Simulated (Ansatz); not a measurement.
# Zr3S2: the cost of one run

Program: Ansatz 0.2.0. Level of theory: DFT PBE, scalar-relativistic, plane waves, PAW. These are calculated values, not measurements.

### Step 1. Starting point

The structure is orthorhombic, space group Immm (No. 71). The conventional cell has a = 5.855 Å, b = 6.096 Å, c = 6.148 Å, α = 90.00°, β = 90.00°, γ = 90.00°. Around Zr (site symmetry mm2) lie 2 S at 2.21 Å. Zr (site symmetry mmm) is surrounded by 8 Zr at 3.27 to 3.45 Å and 8 S at 3.37 Å. S (site symmetry m2m) is surrounded by 2 Zr at 2.21 Å.

As a file:

```
CELL_PARAMETERS angstrom
-2.92751 3.04778 3.07415
2.92751 -3.04778 3.07415
2.92751 3.04778 -3.07415
ATOMIC_POSITIONS crystal
Zr 0.76370 0.76370 0.00000
Zr 0.23630 0.23630 0.00000
Zr 0.00000 0.50000 0.50000
S 0.27372 0.00000 0.27372
S 0.72628 0.00000 0.72628
```

The cell is invented: random cell by space group and Wyckoff sites (Immm, No. 71). Lengths come from tabulated atomic sizes and are only a guess.

### Step 2. A first look at the guess

Contents of input.yaml:

```yaml
crystal:
  lattice:
    - [-2.9275076, 3.04777562, 3.07415086]
    - [2.9275076, -3.04777562, 3.07415086]
    - [2.9275076, 3.04777562, -3.07415086]
  atoms:
    - { symbol: Zr, position: [0.76370363, 0.76370363, 0.0] }
    - { symbol: Zr, position: [0.23629637, 0.23629637, 0.0] }
    - { symbol: Zr, position: [0.0, 0.5, 0.5] }
    - { symbol: S, position: [0.27372442, 0.0, 0.27372442] }
    - { symbol: S, position: [0.72627558, 0.0, 0.72627558] }
basis:
  ecutwfc: 420
kpoints:
  mp_grid: { grid: [4, 4, 4] }
hamiltonian:
  xc: pbe
scf:
  occupations: { method: gaussian, width: 0.1 }
  lower_state_search: "off"
output:
  forces: true
  stress: true
  eigenvalues: true
```

The run is started by

```console
$ ansatz run input.yaml --threads 1 --pin off --max-ram 2560MiB --backend cpu --events-out ev --progress --plain --runs-dir out
```

**Question.** How long does this run take on 1 thread of Intel Xeon at 2.70GHz, shared host, and how much memory does it need?

About 3.4 s, with a peak of 0.4 GiB.
